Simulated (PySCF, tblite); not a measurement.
# C4H12NSi radical: geometry, infrared bands and EPR parameters

Aim: predict the infrared bands and EPR parameters of C4H12NSi radical (`CN(C)[Si](C)C`).

Programs: tblite 0.8.0 and PySCF 2.14.0, with density-fitted response routines of our own. Each step states its level of theory. These are calculated values for one molecule in the gas phase, unless marked as measured. Atoms count from 0, in the outputs and in this text.

## Step 1: The starting structure

18 atoms, charge 0, multiplicity 2; geometry from: force field or distance geometry start.

Bonds of the start (Å): C0–N1 1.47, N1–C2 1.44, N1–Si3 1.75, Si3–C4 1.83, Si3–C5 1.80, C0–H6 1.11, C0–H7 1.09, C0–H8 1.12, C2–H9 1.11, C2–H10 1.13, C2–H11 1.10, C4–H12 1.11, C4–H13 1.12, C4–H14 1.11, C5–H15 1.11, C5–H16 1.13, C5–H17 1.11.

## Step 2: Geometry optimisation with GFN2-xTB

What the job is given:

```
{"job": {"kind": "relax", "xc": "GFN2-xTB", "basis": "xTB"}, "charge": 0, "multiplicity": 2}
C     -1.525500    -0.056900     1.321600
N     -0.989800     0.484200     0.067900
C     -1.634200    -0.241600    -0.993400
Si     0.744700     0.302500     0.146900
C      1.430300    -1.387100     0.048300
C      1.784700     1.687100    -0.355100
H     -2.367100     0.611100     1.591200
H     -1.918500    -1.050300     1.095400
H     -0.718100    -0.080100     2.092600
H     -1.821000    -1.306700    -0.757600
H     -2.604000     0.313400    -1.177200
H     -1.067000    -0.145500    -1.928100
H      2.403900    -1.428700     0.579200
H      1.514100    -1.684800    -1.026700
H      0.753000    -2.069900     0.604300
H      1.162700     2.603900    -0.436100
H      2.549500     1.913400     0.443800
H      2.293600     1.542200    -1.328800
```

Launch:

```sh
$ OMP_NUM_THREADS=1 python probes_run.py task.json out
```

This one command runs all jobs of the session in turn.

Standard output:

```text
step      E/eV     max force
  0    -523.34389    3.095
  1    -523.65355    1.298
  2    -523.77764    0.927
  3    -523.89091    0.686
  4    -523.97638    0.575
  5    -524.02428    0.457
  6    -524.05982    0.442
  7    -524.10250    0.571
  8    -524.14361    0.474
  9    -524.17666    0.512
 10    -524.19968    0.461
 11    -524.21883    0.364
 12    -524.23990    0.371
 13    -524.26012    0.306
 14    -524.27795    0.331
 15    -524.29773    0.392
 16    -524.32217    0.454
 17    -524.34666    0.454
 18    -524.36573    0.309
 19    -524.37847    0.253
 20    -524.38905    0.247
 21    -524.39887    0.286
 22    -524.40757    0.248
 23    -524.41666    0.189
 24    -524.42912    0.250
 25    -524.44568    0.322
 26    -524.46169    0.405
 27    -524.47147    0.263
 28    -524.47865    0.223
 29    -524.48500    0.179
 30    -524.49041    0.162
 31    -524.49295    0.133
 32    -524.49456    0.074
 33    -524.49529    0.055
 34    -524.49574    0.040
 35    -524.49609    0.044
 36    -524.49644    0.044
 37    -524.49673    0.034
 38    -524.49697    0.034
 39    -524.49719    0.036
 40    -524.49750    0.045
 41    -524.49790    0.048
 42    -524.49824    0.041
 43    -524.49843    0.025
 44    -524.49853    0.021
 45    -524.49865    0.029
 46    -524.49885    0.035
 47    -524.49914    0.045
 48    -524.49950    0.054
 49    -524.49989    0.060
 50    -524.50036    0.064
 51    -524.50101    0.069
 52    -524.50181    0.070
 53    -524.50261    0.072
 54    -524.50327    0.070
 55    -524.50389    0.068
 56    -524.50460    0.059
 57    -524.50532    0.058
 58    -524.50584    0.050
 59    -524.50616    0.038
 60    -524.50640    0.045
 61    -524.50659    0.047
 62    -524.50679    0.041
 63    -524.50702    0.039
 64    -524.50723    0.037
 65    -524.50758    0.051
 66    -524.50815    0.074
 67    -524.50889    0.083
 68    -524.50961    0.063
 69    -524.51010    0.066
 70    -524.51048    0.058
 71    -524.51084    0.065
 72    -524.51124    0.056
 73    -524.51169    0.046
 74    -524.51191    0.039
 75    -524.51228    0.039
 76    -524.51251    0.039
 77    -524.51277    0.040
 78    -524.51310    0.049
 79    -524.51357    0.053
 80    -524.51406    0.053
 81    -524.51445    0.050
 82    -524.51470    0.031
 83    -524.51487    0.039
 84    -524.51500    0.024
 85    -524.51510    0.023
 86    -524.51517    0.020
 87    -524.51523    0.020
 88    -524.51529    0.017
 89    -524.51537    0.020
 90    -524.51545    0.020
 91    -524.51551    0.022
 92    -524.51555    0.022
 93    -524.51559    0.021
 94    -524.51565    0.020
 95    -524.51576    0.021
 96    -524.51589    0.022
 97    -524.51606    0.028
 98    -524.51626    0.032
 99    -524.51657    0.038
100    -524.51703    0.050
101    -524.51753    0.049
102    -524.51786    0.030
103    -524.51800    0.024
104    -524.51807    0.019
105    -524.51813    0.017
106    -524.51820    0.019
107    -524.51826    0.018
108    -524.51831    0.021
109    -524.51836    0.022
110    -524.51843    0.022
111    -524.51851    0.020
112    -524.51862    0.022
113    -524.51876    0.030
114    -524.51893    0.035
115    -524.51914    0.038
116    -524.51951    0.064
117    -524.52026    0.086
118    -524.52185    0.156
119    -524.52390    0.219
120    -524.52700    0.146
121    -524.51750    0.448
122    -524.52346    0.359
123    -524.52135    0.408
124    -524.53149    0.074
125    -524.53193    0.156
126    -524.53305    0.107
127    -524.53392    0.120
128    -524.53530    0.086
129    -524.53763    0.112
130    -524.53977    0.102
131    -524.54230    0.116
132    -524.54357    0.106
133    -524.54516    0.085
134    -524.54662    0.138
135    -524.54844    0.139
136    -524.54977    0.081
137    -524.55179    0.129
138    -524.55344    0.209
139    -524.55697    0.165
140    -524.56086    0.128
141    -524.56694    0.317
142    -524.57278    0.194
143    -524.58055    0.175
144    -524.57764    0.408
145    -524.58975    0.190
146    -524.59116    0.171
147    -524.59446    0.226
148    -524.59700    0.242
149    -524.60083    0.128
150    -524.60277    0.089
151    -524.60460    0.083
152    -524.60550    0.081
153    -524.60599    0.087
154    -524.60657    0.088
155    -524.60716    0.053
156    -524.60773    0.049
157    -524.60831    0.063
158    -524.60873    0.066
159    -524.60940    0.048
160    -524.61007    0.047
161    -524.61050    0.057
162    -524.61097    0.046
163    -524.61148    0.041
164    -524.61184    0.044
165    -524.61223    0.050
166    -524.61268    0.056
167    -524.61327    0.047
168    -524.61422    0.055
169    -524.61494    0.062
170    -524.61559    0.061
171    -524.61621    0.062
172    -524.61690    0.063
173    -524.61768    0.067
174    -524.61849    0.085
175    -524.61937    0.083
176    -524.62041    0.085
177    -524.62148    0.069
178    -524.62239    0.088
179    -524.62331    0.059
180    -524.62399    0.063
181    -524.62441    0.053
182    -524.62479    0.047
183    -524.62504    0.042
184    -524.62523    0.035
185    -524.62538    0.035
186    -524.62551    0.024
187    -524.62562    0.027
188    -524.62572    0.022
189    -524.62580    0.023
190    -524.62585    0.020
191    -524.62590    0.012
192    -524.62593    0.010
193    -524.62594    0.008
```

It took 1.4 s on 1 thread of Arm Neoverse V1, shared host.

Step by step: (not every step is listed)

```tsv
step	energy from step 0 (eV)	largest force (eV/Å)
0	0.0000	3.0950
1	-0.3097	1.2975
2	-0.4338	0.9273
3	-0.5470	0.6862
4	-0.6325	0.5750
5	-0.6804	0.4571
6	-0.7159	0.4419
7	-0.7586	0.5712
8	-0.7997	0.4744
26	-1.1178	0.4054
44	-1.1546	0.0215
62	-1.1629	0.0414
80	-1.1702	0.0534
98	-1.1724	0.0320
116	-1.1756	0.0642
134	-1.2027	0.1384
152	-1.2616	0.0808
170	-1.2717	0.0608
188	-1.2818	0.0222
189	-1.2819	0.0226
190	-1.2820	0.0205
191	-1.2820	0.0124
192	-1.2820	0.0102
193	-1.2821	0.0079
```

Distances of close pairs at the start and the end, largest changes first:

```tsv
bond	before (Å)	after (Å)	change (Å)
Si3–C5	1.803	1.909	+0.106
Si3–C4	1.826	1.909	+0.082
C5–H16	1.129	1.085	-0.044
C2–H10	1.132	1.098	-0.035
C0–H8	1.117	1.085	-0.031
C4–H13	1.119	1.089	-0.030
C0–N1	1.467	1.438	-0.029
C4–H14	1.111	1.085	-0.026
```

The final coordinates are the input of the step that follows.

## Step 3: Harmonic vibrations with GFN2-xTB

What the job is given:

```
{"job": {"kind": "ir", "xc": "GFN2-xTB", "basis": "xTB"}, "charge": 0, "multiplicity": 2}
C     -1.597341    -0.944711     0.796348
N     -0.828356    -0.006065     0.024653
C     -1.664698     0.868801    -0.751702
Si     0.777457     0.464954     0.501374
C      1.699794    -1.123050     1.021013
C      1.614262     1.232921    -1.032969
H     -2.251490    -0.440450     1.519366
H     -2.229788    -1.539010     0.129725
H     -0.934584    -1.613485     1.336213
H     -2.280742     0.278955    -1.437731
H     -2.338266     1.458856    -0.117011
H     -1.051337     1.550321    -1.332584
H      2.766287    -0.930851     1.077919
H      1.541926    -1.920907     0.297440
H      1.385020    -1.485775     1.994230
H      1.269473     2.242478    -1.232120
H      2.688306     1.281299    -0.885121
H      1.425316     0.632038    -1.920700
```

Standard output:

```text
mode    cm-1     km/mol
  1      51.7      0.17
  2     128.2      0.01
  3     131.1      0.39
  4     143.4      0.99
  5     176.9      0.63
  6     187.6      0.31
  7     192.3      2.04
  8     214.6      2.27
  9     289.1     13.82
 10     301.2      3.40
 11     386.2      1.74
 12     626.9     10.67
 13     706.9     28.92
 14     744.3     40.05
 15     784.2      0.01
 16     823.8     89.15
 17     838.3     89.97
 18     849.1     91.58
 19    1032.5    122.60
 20    1056.5      0.69
 21    1086.0      0.26
 22    1127.1      4.82
 23    1209.6     30.60
 24    1292.3     53.28
 25    1357.1      3.23
 26    1365.1      1.19
 27    1417.6      1.00
 28    1427.7      0.50
 29    1476.3      0.03
 30    1483.7      3.06
 31    1487.2      0.77
 32    1492.5      1.52
 33    1498.8      1.64
 34    1504.8      4.51
 35    1506.7      0.11
 36    1512.2      2.79
 37    2884.1     49.20
 38    2885.3     98.50
 39    2940.4     20.75
 40    2945.7    126.85
 41    2993.2      1.97
 42    2997.6     55.29
 43    3044.5     24.51
 44    3045.9     36.23
 45    3050.7      5.53
 46    3054.0     50.67
 47    3057.2     26.27
 48    3057.8     34.57
```

Run time: 0.61 s. Hardware: 1 thread of Arm Neoverse V1, shared host.

Which atoms move in the most intense modes:

```tsv
cm⁻¹	km/mol	atoms
824	89.2	H14 20 %, H15 19 %, Si3 17 %
838	90.0	H13 21 %, H17 21 %, H15 16 %, H14 14 %
849	91.6	H12 21 %, H16 21 %, Si3 13 %
1032	122.6	N1 19 %, H11 19 %, H8 18 %, C2 17 %
1292	53.3	N1 45 %, C2 11 %, C0 11 %
2885	98.5	H10 81 %
2946	126.8	H7 64 %, H9 21 %
2998	55.3	H17 61 %, H13 32 %
```

## Step 4: EPR parameters: B3LYP/pcH-1

Settings changed since step 3:

```diff
@@ -1,2 +1,2 @@
-{"job": {"kind": "ir", "xc": "GFN2-xTB", "basis": "xTB"}, "charge": 0, "multiplicity": 2}
+{"job": {"kind": "epr", "basis": "pcH-1"}, "charge": 0, "multiplicity": 2}
 C     -1.597341    -0.944711     0.796348
```

Method: UKS B3LYP, pcH-1 on C H N Si, non-relativistic, mean-field spin-orbit, GIAO.

Standard output:

```text
UKS, coarse grid
  cycle   1  E = -503.82881964  |g| = 4.25e-01
  cycle   2  E = -503.76678105  |g| = 5.50e-01
  cycle   3  E = -503.91330817  |g| = 9.18e-02
  cycle   4  E = -503.91624337  |g| = 3.72e-02
  cycle   5  E = -503.91685578  |g| = 5.69e-03
  cycle   6  E = -503.91687316  |g| = 1.99e-03
  cycle   7  E = -503.91687498  |g| = 6.68e-04
UKS, final grid
  cycle   1  E = -503.91682158  |g| = 8.13e-04
  cycle   2  E = -503.91682102  |g| = 1.39e-03
  cycle   3  E = -503.91682193  |g| = 1.56e-04
  cycle   4  E = -503.91682194  |g| = 3.55e-05
  cycle   5  E = -503.91682194  |g| = 1.24e-05
E = -503.91682194 Eh   <S^2> = 0.7519 (exact 0.7500)
g shifts (ppm)      1          2          3
  rmc          -158       -158       -158
  gc             17         87         88
  oz_so         -62        612       1085
  total        -203        541       1015
hyperfine (MHz)  atom isotope    a_iso     a_fc   dipolar eigenvalues
    0   13C      -5.37      -5.38     -0.90     -0.53      1.43
    1   14N       9.96       9.94     -9.73     -9.55     19.28
    2   13C      -5.20      -5.20     -0.90     -0.53      1.42
    3  29Si    -480.65    -481.45   -130.51     64.65     65.86
    4   13C      62.68      62.68     -5.85     -5.18     11.04
    5   13C      63.60      63.59     -5.95     -5.24     11.19
    6    1H      12.46      12.46     -2.49     -1.43      3.92
    7    1H      12.03      12.03     -1.93     -1.52      3.45
    8    1H       0.58       0.58     -2.50     -1.50      4.00
    9    1H      11.83      11.83     -1.94     -1.51      3.44
   10    1H      12.14      12.14     -2.49     -1.42      3.91
   11    1H       0.53       0.53     -2.54     -1.51      4.05
   12    1H      -4.09      -4.10     -4.50     -2.08      6.58
   13    1H      36.68      36.68     -4.10     -0.47      4.57
   14    1H       1.70       1.70     -4.75     -2.80      7.55
   15    1H       2.07       2.07     -4.80     -2.83      7.64
   16    1H      -4.06      -4.06     -4.50     -2.04      6.53
   17    1H      35.83      35.83     -4.13     -0.48      4.61
```

Wall time 81 s (1 thread of Arm Neoverse V1, shared host); peak memory 1 GiB.

Principal g values 2.00212, 2.00286, 2.00333; g(iso) = 2.00277, against 2.00232 for a free electron.

Hyperfine couplings; where a row names several nuclei, a(iso) is their mean (it holds for fast rotation or exchange) and the dipolar term the largest among them:

```tsv
nuclei	isotope	a(iso) (MHz)	a(iso) (G, at g = 2.0023)	largest dipolar term (MHz)
Si3	29Si	-480.7	-171.5	-130.5
C4, C5	13C	63.1	22.5	11.2
H12, H13, H14, H15, H16, H17	1H	11.4	4.1	7.6
N1	14N	10.0	3.6	19.3
H6, H7, H8, H9, H10, H11	1H	8.3	2.9	4.1
C0, C2	13C	-5.3	-1.9	1.4
```

Mulliken spin populations:

C0 -0.01; N1 0.14; C2 -0.01; Si3 0.76; C4 0.03; C5 0.03; H6 0.01; H7 0.00; H8 0.00; H9 0.00; H10 0.01; H11 0.00; H12 0.00; H13 0.02; H14 0.00; H15 0.00; H16 0.00; H17 0.02

In first order the couplings over 0.8 MHz of 1H, 14N give 147 distinct lines over 49.1 G, if the averaged nuclei exchange fast.

Orbitals, density, ELF and potential are computed afterwards from the orbital file.

ELF in a plane through or near 9 of the atoms.

Values, 10 rows by 14 columns:
```
0.00 0.00 0.00 0.00 0.00 0.00 0.00 0.00 0.00 0.00 0.00 0.00 0.00 0.00
0.00 0.00 0.00 0.00 0.02 0.05 0.01 0.00 0.00 0.00 0.00 0.00 0.00 0.00
0.00 0.00 0.04 0.11 0.42 0.91 0.62 0.11 0.98 0.39 0.01 0.00 0.00 0.00
0.00 0.00 0.91 0.99 0.64 0.34 0.41 0.39 1.00 0.55 0.30 0.05 0.00 0.00
0.00 0.00 0.62 0.93 0.63 0.91 0.59 0.31 0.76 0.27 0.53 0.09 0.00 0.00
0.00 0.00 0.01 0.03 0.17 0.42 0.08 0.86 0.41 0.33 0.06 0.01 0.00 0.00
0.00 0.01 0.94 1.00 0.57 0.18 0.52 0.08 0.80 0.22 0.57 0.09 0.00 0.00
0.00 0.00 0.29 0.61 0.51 0.89 0.59 0.39 1.00 0.55 0.05 0.01 0.00 0.00
0.00 0.00 0.00 0.02 0.16 0.61 0.26 0.00 0.34 0.04 0.00 0.00 0.00 0.00
0.00 0.00 0.00 0.00 0.00 0.00 0.00 0.00 0.00 0.00 0.00 0.00 0.00 0.00
```
The map spans 10.7 Å across and 10.1 Å up, centred on the molecule. Atoms in the plane (x, y in Å): C0 (1.6, -1.2), N1 (0.8, 0.0), C2 (1.6, 1.2), C4 (-1.7, -1.6), C5 (-1.7, 1.6), H8 (1.0, -2.1), H11 (1.0, 2.1), H12 (-2.7, -1.5), H16 (-2.7, 1.5).

On the surface of density 0.002 e/bohr³ the electrostatic potential runs, from the 1st to the 99th percentile, from -0.70 V near N1 to 0.64 V near H11.

The spin density lies nearest to Si3 60 %; N1 15 %.

## Step 5: Summary of results

```
                                 quantity                    value
strongest single infrared mode (GFN2-xTB)    2946 cm⁻¹, 127 km/mol
             zero-point energy (GFN2-xTB)            97.0 kcal/mol
                           g(iso) (B3LYP)                  2.00277
                                     ⟨S²⟩       0.752 (exact 0.75)
       largest a(iso) (averaged by class)  29Si on Si3, -480.7 MHz
    surface potential, 1st and 99th percentile       -0.70 V and 0.64 V
```

The optimisation took 193 steps and gained 1.282 eV; among the close pairs (by a distance rule), Si3–C5 changed most, from 1.803 to 1.909 Å. All 48 modes are real, so the xTB geometry is a minimum. The strongest single mode, at 2946 cm⁻¹, moves mainly H7. Unscaled tight-binding wavenumbers are off by several per cent, some by more. Its intensities can rank the bands wrongly. Si3 carries the largest spin population, 0.76 e. The isotropic g lies 0.5 ppt above the free-electron value.
